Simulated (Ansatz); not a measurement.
Run this with Ansatz 0.2.0, Python API and show what comes out.

`energy_c2h4o2ssi.py`
```python
"""Electronic structure of the C2H4O2SSi molecule."""

from pathlib import Path

import ansatz as az
import numpy as np

GEOMETRY = """
O     1.05870   -1.90230    2.08090
C     0.59390   -1.05270    1.24700
O     0.14690   -1.46250   -0.00750
C    -0.21790   -0.42780   -0.90180
Si   -0.24020    1.26080   -0.21680
S     0.54080    0.68210    1.66760
H     0.34930   -0.50480   -1.79770
H    -1.27450   -0.69590   -1.18890
H    -1.58510    1.88910    0.00450
H     0.71120    2.16280   -0.88430
"""

c2h4o2ssi = az.Crystal.molecule()
for line in GEOMETRY.strip().splitlines():
    symbol, *xyz = line.split()
    c2h4o2ssi = c2h4o2ssi.atom(symbol, [float(v) for v in xyz])

setup = (
    c2h4o2ssi.calculation()
    .basis(gaussian="6-31G*")
    .functional("b3lyp")
    .forces()
    .orbitals()
)
outcome = setup.run(threads=1, runs_dir="runs")
rep = outcome.report

print("reference energy %16.6f eV" % rep["reference_energy_ev"])
print("total energy     %16.6f eV" % rep["free_energy_ev"])
print("occupied orbitals outside the frozen core (up, down):", rep["n_occupied"], " frozen:", rep["n_frozen"], " virtual:", rep["n_virtual"])

state = rep["mean_field"]["state"]
print(f"mean field: {state['energy']['hartree']:.7f} Ha, <S^2> = {abs(state['spin_squared']):.4f}, stability: {state.get('stability', {}).get('kind')}")

symbols = [site.symbol for site in c2h4o2ssi.cartesian_sites]
forces = np.array(rep["forces_ev_ang"])
print("largest force", round(float(np.linalg.norm(forces, axis=1).max()), 4), "eV/A, rms", round(float(np.sqrt((forces ** 2).mean())), 4))

charges = rep["charge_distribution"]
dipole = np.array(charges["dipole_moment_e_ang"]) * 4.803205
print("dipole (D): {:.3f} {:.3f} {:.3f}, length {:.3f}".format(*dipole, np.linalg.norm(dipole)))
print("atom  Mulliken   Lowdin")
for symbol, m, l in zip(symbols, charges["mulliken_charges_e"], charges["lowdin_charges_e"]):
    print(f"{symbol:4s} {m:9.3f} {l:8.3f}")

lines = Path(rep["orbitals_path"]).read_text().splitlines()
field_of = lambda key: [line.split("=")[1].strip() for line in lines if line.startswith(key)]
orbitals = [(27.211386 * float(e), s, float(n)) for e, s, n in zip(field_of("Ene="), field_of("Spin="), field_of("Occup="))]
homo = max(e for e, _, n in orbitals if n > 0.5)
lumo = min(e for e, _, n in orbitals if n < 0.5)
print(f"HOMO {homo:.3f} eV, LUMO {lumo:.3f} eV, gap {lumo - homo:.3f} eV")
```

`python energy_c2h4o2ssi.py` gives:
```text
reference energy    -24946.046766 eV
total energy        -24946.046766 eV
occupied orbitals outside the frozen core (up, down): [31, 31]  frozen: 0  virtual: [75, 75]
mean field: -916.7503096 Ha, <S^2> = 0.0000, stability: minimum
largest force 5.5348 eV/A, rms 1.6576
dipole (D): -1.920 3.210 -4.089, length 5.542
atom  Mulliken   Lowdin
O       -0.446   -0.123
C        0.421   -0.166
O       -0.398   -0.035
C       -0.240   -0.252
Si       0.409    0.209
S       -0.038    0.188
H        0.196    0.143
H        0.181    0.147
H       -0.045   -0.056
H       -0.040   -0.054
HOMO -7.485 eV, LUMO -0.883 eV, gap 6.603 eV
```

Notes:
- Total energies depend on the basis set; only differences at equal settings carry meaning.
- The geometry is a force-field or estimated start, not a minimum of this method, and the basis set is short of its limit.
- The Löwdin charges here are taken after orthogonalising the functions within each atom; they differ from plain Löwdin charges, and their signs can be unphysical.
- b3lyp holds the VWN-RPA fit, as in Gaussian; the form of ORCA and Turbomole is b3lyp5.
- Levels such as HOMO and LUMO are orbital energies: with these approximate functionals they aren't the ionisation energy and electron affinity, and their gap isn't the fundamental gap.
- The whole script took 8.9 s on 1 thread of Intel(R) Xeon(R) Platinum 8259CL CPU @ 2.50GHz (Skylake/Cascade Lake) (shared host), peak memory 0.31 GiB.

(Lines on the test bed's own set-up are left out of the output.)
